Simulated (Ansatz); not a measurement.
A run of Ansatz 0.2.0 is set up as follows.

File input.yaml:

```yaml
crystal:
  lattice:
    - [2.80697, 0.0, 0.0]
    - [0.0, 2.80697, 0.0]
    - [0.0, 0.0, 2.80697]
  atoms:
    - { symbol: Si, position: [0.0, 0.0, 0.0] }
    - { symbol: O, position: [0.5, 0.5, 0.5] }
hamiltonian:
  xc: pbe
  pseudopotentials: { kind: paw }
kpoints:
  mp_grid: { grid: [9, 9, 9] }
  band_path:
    path:
      - [[0.0, 0.0, 0.0], [0.0, 0.5, 0.0], [0.5, 0.5, 0.0], [0.0, 0.0, 0.0], [0.5, 0.5, 0.5], [0.0, 0.5, 0.0]]
      - [[0.5, 0.5, 0.0], [0.5, 0.5, 0.5]]
    npoints: 14
scf:
  occupations: { method: fermi_dirac, width: 0.05 }
  n_extra_bands: 6
output:
  forces: true
  stress: true
  eigenvalues: true
  fatbands: false
```

Potentials or basis: Ansatz PAW.

Command:

```bash
$ ansatz run input.yaml --threads 2 --pin off --max-ram 5632MiB --backend cpu --events-out ev --progress --plain --runs-dir out
```

(1) Predict the band gap on the k mesh.

(2) Predict the pressure.

Answers

(1) none (metal or under the smearing width).

(2) 0.1 GPa.

Caveat: the pressure holds a Pulay correction of +0.6 GPa for the finite cutoff.
